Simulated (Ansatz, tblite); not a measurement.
**C₂₀H₆₀Si₉: one state, many levels**

How do method and basis change the picture of C₂₀H₆₀Si₉ (singlet)?

Program: Ansatz 0.2.0, Gaussian basis. Level of theory: as each input shows. These are calculated values, not measurements.

Plan: GFN1-xTB, GFN2-xTB, PBE-D4/def2-TZVP, r2SCAN-D4/def2-TZVP, PBE-D4/def2-SVP, PBE0-D4/def2-SVP.

1 further run of the same task is left out (set aside as unsound or not needed). Runs told in other sessions of the task aren't counted.

### 1 The relaxed structure

The singlet was relaxed beforehand with PBE-D4/def2-SVP.

SMILES `C[Si](C)(C)[Si](C)(C)[Si](C)(C)[Si](C)(C)[Si](C)(C)[Si](C)(C)[Si](C)(C)[Si](C)(C)[Si](C)(C)C`, 89 atoms, charge 0, spin multiplicity 1.

Bond lengths: C1–Si2 1.901 Å, C1–H30 1.108 Å, C1–H31 1.110 Å, C1–H32 1.109 Å, Si2–C3 1.905 Å, Si2–C4 1.902 Å, Si2–Si5 2.360 Å, C3–H33 1.111 Å, C3–H34 1.110 Å, C3–H35 1.109 Å, C4–H36 1.109 Å, C4–H37 1.110 Å, C4–H38 1.109 Å, Si5–C6 1.915 Å, Si5–C7 1.910 Å, Si5–Si8 2.361 Å, C6–H39 1.110 Å, C6–H40 1.109 Å and more. Angles: Si2–C1–H30 111.0°, Si2–C1–H31 110.7°, Si2–C1–H32 111.3°, H30–C1–H31 107.8°, H30–C1–H32 108.1°, H31–C1–H32 107.8°, C1–Si2–C3 108.6°, C1–Si2–C4 109.2°, C1–Si2–Si5 111.6°, C3–Si2–C4 108.7°, C3–Si2–Si5 107.6°, C4–Si2–Si5 110.9°, Si2–C3–H33 110.9°, Si2–C3–H34 111.2°, Si2–C3–H35 111.2°, H33–C3–H34 107.8°, H33–C3–H35 107.8°, H34–C3–H35 107.7° and more.

PBE0-D4/def2-TZVP was run before; its log isn't repeated, and its numbers join the tables.

### 2 GFN1-xTB

Tight binding, by tblite at 300 K electronic temperature and without a spin-polarisation term:

```python
tblite.interface.Calculator('GFN1-xTB', numbers, positions, charge=0, uhf=0).singlepoint()
```

Energy -2482.5196 eV, HOMO -9.79 eV, LUMO -6.92 eV; 0.43 s.

### 3 GFN2-xTB

Tight binding, by tblite at 300 K electronic temperature and without a spin-polarisation term:

```python
tblite.interface.Calculator('GFN2-xTB', numbers, positions, charge=0, uhf=0).singlepoint()
```

Energy -2415.8699 eV, HOMO -8.44 eV, LUMO -5.20 eV; 0.47 s.

### 4 PBE-D4/def2-TZVP

start.molden holds the orbitals of an earlier run on this state, given as this run's starting guess.

in.yaml reads:

```yaml
crystal:
  periodic: [false, false, false]
  atoms:
    - {symbol: C, position_ang: [-4.018262, 1.330918, -2.771964]}
    - {symbol: Si, position_ang: [-4.886093, 1.869896, -1.169153]}
    - {symbol: C, position_ang: [-6.492986, 2.785046, -1.624892]}
    - {symbol: C, position_ang: [-3.753616, 3.062828, -0.213748]}
    - {symbol: Si, position_ang: [-5.473285, 0.014553, 0.165341]}
    - {symbol: C, position_ang: [-6.657405, 0.650996, 1.529630]}
    - {symbol: C, position_ang: [-6.427980, -1.253428, -0.897656]}
    - {symbol: Si, position_ang: [-3.674457, -1.031474, 1.280020]}
    - {symbol: C, position_ang: [-2.846199, 0.239379, 2.437721]}
    - {symbol: C, position_ang: [-4.439914, -2.400542, 2.379410]}
    - {symbol: Si, position_ang: [-2.121041, -2.088919, -0.161269]}
    - {symbol: C, position_ang: [-2.932064, -2.435625, -1.858679]}
    - {symbol: C, position_ang: [-1.686648, -3.792270, 0.595335]}
    - {symbol: Si, position_ang: [-0.074891, -0.962143, -0.545550]}
    - {symbol: C, position_ang: [0.870067, -2.106702, -1.754988]}
    - {symbol: C, position_ang: [-0.328970, 0.729846, -1.394035]}
    - {symbol: Si, position_ang: [1.227990, -0.624216, 1.399325]}
    - {symbol: C, position_ang: [0.865334, 1.080513, 2.179899]}
    - {symbol: C, position_ang: [0.883777, -1.972856, 2.710487]}
    - {symbol: Si, position_ang: [3.537718, -0.679167, 0.892615]}
    - {symbol: C, position_ang: [4.055906, -2.407537, 0.266385]}
    - {symbol: C, position_ang: [4.463130, -0.354061, 2.537529]}
    - {symbol: Si, position_ang: [4.187740, 0.971903, -0.668352]}
    - {symbol: C, position_ang: [3.361379, 2.652050, -0.283657]}
    - {symbol: C, position_ang: [3.735108, 0.461099, -2.453332]}
    - {symbol: Si, position_ang: [6.529150, 1.265233, -0.548578]}
    - {symbol: C, position_ang: [7.424099, -0.413470, -0.567714]}
    - {symbol: C, position_ang: [7.105199, 2.284784, -2.049973]}
    - {symbol: C, position_ang: [6.993414, 2.208532, 1.036385]}
    - {symbol: H, position_ang: [-3.049964, 0.838331, -2.553364]}
    - {symbol: H, position_ang: [-3.813869, 2.208392, -3.421093]}
    - {symbol: H, position_ang: [-4.643691, 0.619397, -3.349077]}
    - {symbol: H, position_ang: [-6.279265, 3.667182, -2.264919]}
    - {symbol: H, position_ang: [-7.187481, 2.122288, -2.181448]}
    - {symbol: H, position_ang: [-7.021804, 3.143439, -0.717836]}
    - {symbol: H, position_ang: [-2.770411, 2.596077, 0.000467]}
    - {symbol: H, position_ang: [-3.569085, 3.986460, -0.801921]}
    - {symbol: H, position_ang: [-4.204463, 3.360858, 0.755037]}
    - {symbol: H, position_ang: [-7.557323, 1.123306, 1.082969]}
    - {symbol: H, position_ang: [-6.160907, 1.406166, 2.173083]}
    - {symbol: H, position_ang: [-6.997522, -0.180991, 2.180944]}
    - {symbol: H, position_ang: [-5.813471, -1.616764, -1.744912]}
    - {symbol: H, position_ang: [-6.728419, -2.132799, -0.290598]}
    - {symbol: H, position_ang: [-7.350675, -0.797228, -1.313415]}
    - {symbol: H, position_ang: [-2.378497, 1.064408, 1.864842]}
    - {symbol: H, position_ang: [-2.060024, -0.239946, 3.057028]}
    - {symbol: H, position_ang: [-3.597012, 0.683530, 3.124526]}
    - {symbol: H, position_ang: [-3.655842, -2.921644, 2.967385]}
    - {symbol: H, position_ang: [-4.966062, -3.161641, 1.767517]}
    - {symbol: H, position_ang: [-5.173124, -1.969083, 3.092427]}
    - {symbol: H, position_ang: [-2.224597, -2.970825, -2.525945]}
    - {symbol: H, position_ang: [-3.832677, -3.073265, -1.737542]}
    - {symbol: H, position_ang: [-3.241167, -1.498788, -2.364070]}
    - {symbol: H, position_ang: [-1.243751, -3.693422, 1.605835]}
    - {symbol: H, position_ang: [-2.597191, -4.420945, 0.681557]}
    - {symbol: H, position_ang: [-0.959179, -4.333274, -0.045599]}
    - {symbol: H, position_ang: [1.067430, -3.096668, -1.295589]}
    - {symbol: H, position_ang: [1.844137, -1.665292, -2.046437]}
    - {symbol: H, position_ang: [0.279190, -2.271597, -2.680077]}
    - {symbol: H, position_ang: [0.644149, 1.236029, -1.562061]}
    - {symbol: H, position_ang: [-0.957785, 1.402124, -0.776295]}
    - {symbol: H, position_ang: [-0.821538, 0.609859, -2.380976]}
    - {symbol: H, position_ang: [1.028727, 1.899362, 1.451309]}
    - {symbol: H, position_ang: [-0.178650, 1.146155, 2.544918]}
    - {symbol: H, position_ang: [1.540472, 1.256505, 3.043552]}
    - {symbol: H, position_ang: [1.520716, -1.819527, 3.606329]}
    - {symbol: H, position_ang: [1.092423, -2.985934, 2.311114]}
    - {symbol: H, position_ang: [-0.176909, -1.946126, 3.037506]}
    - {symbol: H, position_ang: [3.781083, -3.188177, 1.006248]}
    - {symbol: H, position_ang: [5.153504, -2.455803, 0.111265]}
    - {symbol: H, position_ang: [3.562871, -2.660042, -0.692796]}
    - {symbol: H, position_ang: [4.139075, -1.072665, 3.318846]}
    - {symbol: H, position_ang: [5.559264, -0.468844, 2.405518]}
    - {symbol: H, position_ang: [4.270282, 0.670806, 2.915102]}
    - {symbol: H, position_ang: [3.765191, 3.448019, -0.943800]}
    - {symbol: H, position_ang: [2.263866, 2.606327, -0.441071]}
    - {symbol: H, position_ang: [3.542157, 2.957017, 0.767123]}
    - {symbol: H, position_ang: [2.636980, 0.404377, -2.596610]}
    - {symbol: H, position_ang: [4.132868, 1.200983, -3.178705]}
    - {symbol: H, position_ang: [4.164374, -0.529263, -2.708827]}
    - {symbol: H, position_ang: [7.141311, -1.010857, -1.458844]}
    - {symbol: H, position_ang: [7.173164, -1.010679, 0.333042]}
    - {symbol: H, position_ang: [8.525898, -0.275280, -0.586773]}
    - {symbol: H, position_ang: [8.200971, 2.462956, -2.012750]}
    - {symbol: H, position_ang: [6.601837, 3.273331, -2.078349]}
    - {symbol: H, position_ang: [6.877919, 1.761726, -3.001592]}
    - {symbol: H, position_ang: [8.090051, 2.376166, 1.089258]}
    - {symbol: H, position_ang: [6.689144, 1.650233, 1.944528]}
    - {symbol: H, position_ang: [6.497069, 3.200417, 1.067493]}
basis:
  gaussian: {orbitals: def2-TZVP, fitting: {mean_field: def2-universal-jkfit}, initial_orbitals: start.molden}
hamiltonian: {xc: pbe, dispersion: d4}
scf: {omitted_lower_state_checks: [starts]}
output: {orbitals: {seedname: orbitals}}
```

Started as:

```sh
ansatz run in.yaml --threads 4 --pin off --events-out ev --progress --plain --max-ram 46080MiB --backend cuda --devices 0, --max-vram 37GiB
```

Standard output:

```text
Functional definition: PBE
  name "PBE"
  cite "Perdew, Burke & Ernzerhof, Phys. Rev. Lett. 77, 3865 (1996) doi:10.1103/PhysRevLett.77.3865"
  parent pbe
  parameter kappa = 0.804
  parameter beta = 0.06672455060314922
  exchange = pbe_x(kappa = kappa, mu = beta*pi^2/3)
  correlation = pbe_c(beta = beta)
these checks for a lower state are left out or cut short: starts
3732 factors; integrals over basis functions are off by at most 3.6e-1 eV
mean field evaluation 1: about -92567.3422 eV, gradient 2.5e1 eV
mean field evaluation 2: about -92567.9821 eV, gradient 7.0e-1 eV
mean field evaluation 4: about -92567.9557 eV, gradient 3.2e-3 eV
mean field -92567.95568352 eV, -3401.8096265554 hartree, gradient 2.6e-5 eV, S^2 0.000000; 0 other end points of the search recorded, 0 dependent functions left out
reference -92567.95581201 eV, -3401.8096312773 hartree; 153, 153 occupied and 1160, 1160 virtual orbitals, 3732 factors
Total energy: -92571.43785043 eV, -3401.9375938292 hartree
Checks for a lower state left out: starts
```

It took 8 s on 1 × H100 (card shared with other runs) with 4 threads of AMD EPYC 7R13, shared host; peak host memory 1.4 GiB.

HOMO -5.14 eV, LUMO -0.96 eV.

### 5 r2SCAN-D4/def2-TZVP

in.yaml, as its differences from that of step 4:

```diff
@@ -94,3 +94,3 @@
   gaussian: {orbitals: def2-TZVP, fitting: {mean_field: def2-universal-jkfit}, initial_orbitals: start.molden}
-hamiltonian: {xc: pbe, dispersion: d4}
+hamiltonian: {xc: r2scan, dispersion: d4}
 scf: {omitted_lower_state_checks: [starts]}
```

Same command.

Standard output:

```text
Functional definition: r2SCAN
  name "r2SCAN"
  cite "Furness, Kaplan, Ning, Perdew & Sun, J. Phys. Chem. Lett. 11, 8208 (2020) doi:10.1021/acs.jpclett.0c02405"
  cite "Furness, Kaplan, Ning, Perdew & Sun, J. Phys. Chem. Lett. 11, 9248 (2020) doi:10.1021/acs.jpclett.0c03077"
  parent r2scan
  parameter k0 = 0.174
  parameter k1 = 0.065
  parameter a1 = 4.9479
  exchange = r2scan_x(k0 = k0, k1 = k1, a1 = a1)
  correlation = r2scan_c
these checks for a lower state are left out or cut short: starts
3732 factors; integrals over basis functions are off by at most 3.6e-1 eV
mean field evaluation 1: about -92616.3929 eV, gradient 1.6e1 eV
mean field evaluation 2: about -92616.6333 eV, gradient 3.0e-1 eV
mean field evaluation 4: about -92616.6612 eV, gradient 8.1e-4 eV
mean field -92616.66115044 eV, -3403.5995194511 hartree, gradient 1.1e-5 eV, S^2 0.000000; 0 other end points of the search recorded, 0 dependent functions left out
reference -92616.66118612 eV, -3403.5995207622 hartree; 153, 153 occupied and 1160, 1160 virtual orbitals, 3732 factors
Total energy: -92617.80560889 eV, -3403.6415775232 hartree
Checks for a lower state left out: starts
```

Run time: 10 s. Hardware: 1 × H100 (card shared with other runs) with 4 threads of AMD EPYC 7R13, shared host; peak host memory 1.5 GiB.

From the report: HOMO -5.32 eV, LUMO -0.81 eV.

### 6 PBE-D4/def2-SVP

in.yaml, as its differences from that of step 5:

```diff
@@ -93,4 +93,4 @@
 basis:
-  gaussian: {orbitals: def2-TZVP, fitting: {mean_field: def2-universal-jkfit}, initial_orbitals: start.molden}
-hamiltonian: {xc: r2scan, dispersion: d4}
+  gaussian: {orbitals: def2-SVP, fitting: {mean_field: def2-universal-jkfit}, initial_orbitals: start.molden}
+hamiltonian: {xc: pbe, dispersion: d4}
 scf: {omitted_lower_state_checks: [starts]}
```

Launched as before.

Standard output:

```text
Functional definition: PBE
  name "PBE"
  cite "Perdew, Burke & Ernzerhof, Phys. Rev. Lett. 77, 3865 (1996) doi:10.1103/PhysRevLett.77.3865"
  parent pbe
  parameter kappa = 0.804
  parameter beta = 0.06672455060314922
  exchange = pbe_x(kappa = kappa, mu = beta*pi^2/3)
  correlation = pbe_c(beta = beta)
these checks for a lower state are left out or cut short: starts
3732 factors; integrals over basis functions are off by at most 2.4e-1 eV
mean field evaluation 1: about -92518.3090 eV, gradient 2.0e1 eV
mean field evaluation 2: about -92519.3701 eV, gradient 7.6e-1 eV
mean field evaluation 4: about -92519.3355 eV, gradient 2.9e-3 eV
mean field -92519.33548416 eV, -3400.0228671849 hartree, gradient 2.4e-5 eV, S^2 0.000000; 0 other end points of the search recorded, 0 dependent functions left out
reference -92519.33558094 eV, -3400.0228707415 hartree; 153, 153 occupied and 589, 589 virtual orbitals, 3732 factors
Total energy: -92522.81761936 eV, -3400.1508332934 hartree
Checks for a lower state left out: starts
```

Wall time 8 s (1 × H100 (card shared with other runs) with 4 threads of AMD EPYC 7R13, shared host); peak host memory 1.2 GiB.

Report: HOMO -5.07 eV, LUMO -0.66 eV.

### 7 PBE0-D4/def2-SVP

in.yaml, as its differences from that of step 6:

```diff
@@ -94,3 +94,3 @@
   gaussian: {orbitals: def2-SVP, fitting: {mean_field: def2-universal-jkfit}, initial_orbitals: start.molden}
-hamiltonian: {xc: pbe, dispersion: d4}
+hamiltonian: {xc: pbe0, dispersion: d4}
 scf: {omitted_lower_state_checks: [starts]}
```

The command is unchanged.

Standard output:

```text
Functional definition: PBE0
  name "PBE0"
  cite "Adamo & Barone, J. Chem. Phys. 110, 6158 (1999) doi:10.1063/1.478522"
  cite "Perdew, Burke & Ernzerhof, Phys. Rev. Lett. 77, 3865 (1996) doi:10.1103/PhysRevLett.77.3865"
  parent pbe
  parameter a = 0.25
  parameter kappa = 0.804
  parameter beta = 0.06672455060314922
  exchange = (1 - a)*pbe_x(kappa = kappa, mu = beta*pi^2/3) + a*exact_x
  correlation = pbe_c(beta = beta)
these checks for a lower state are left out or cut short: starts
3732 factors; integrals over basis functions are off by at most 2.4e-1 eV
mean field evaluation 1: about -92531.5492 eV, gradient 1.4e1 eV
mean field evaluation 2: about -92532.0667 eV, gradient 3.7e-1 eV
mean field evaluation 4: about -92532.0374 eV, gradient 8.7e-4 eV
mean field -92532.03738182 eV, -3400.4896533141 hartree, gradient 6.2e-6 eV, S^2 0.000000; 0 other end points of the search recorded, 0 dependent functions left out
reference -92532.03745789 eV, -3400.4896561099 hartree; 153, 153 occupied and 589, 589 virtual orbitals, 3732 factors
Total energy: -92535.17138907 eV, -3400.6048259566 hartree
Checks for a lower state left out: starts
```

Wall time 9.5 s (1 × H100 (card shared with other runs) with 4 threads of AMD EPYC 7R13, shared host); peak host memory 1.2 GiB.

Report: HOMO -6.09 eV, LUMO 0.04 eV.

### 8 Levels side by side

| level | functions | HOMO (eV) | LUMO (eV) | gap (eV) | time |
| --- | --- | --- | --- | --- | --- |
| PBE-D4/def2-SVP | 742 | -5.07 | -0.66 | 4.41 | 8 s |
| PBE-D4/def2-TZVP | 1313 | -5.14 | -0.96 | 4.19 | 8 s |
| r2SCAN-D4/def2-TZVP | 1313 | -5.32 | -0.81 | 4.52 | 10 s |
| PBE0-D4/def2-SVP | 742 | -6.09 | 0.04 | 6.13 | 9.5 s |
| PBE0-D4/def2-TZVP | 1313 | -6.11 | -0.21 | 5.90 | 15 s |

### 9 Binding energy

Free atoms were run apart at each level; binding is atoms less cluster, divided by the number of atoms, without zero-point or spin-orbit terms.

| level | binding an atom (eV) |
| --- | --- |
| PBE-D4/def2-SVP | 4.002 |
| PBE-D4/def2-TZVP | 3.986 |
| r2SCAN-D4/def2-TZVP | 3.949 |
| PBE0-D4/def2-SVP | 3.977 |
| PBE0-D4/def2-TZVP | 3.956 |

### 10 Outcome

| quantity | value |
| --- | --- |
| gap in def2-TZVP, named functionals, smallest and largest | 4.19 eV (PBE-D4), 5.90 eV (PBE0-D4) |
| binding an atom, functionals in def2-TZVP | 3.95 (r2SCAN-D4) to 3.99 eV (PBE-D4) |
| PBE0 total energy, smallest basis above largest | 47.57 eV (def2-SVP, def2-TZVP) |

In words: Orbital gaps of the named functionals in def2-TZVP span 4.19 eV (PBE-D4) to 5.90 eV (PBE0-D4); exact exchange widens it.

The slowest run with a step of its own, r2SCAN-D4/def2-TZVP, took 10 s; the quickest functional in def2-TZVP took 8 s (shared host).
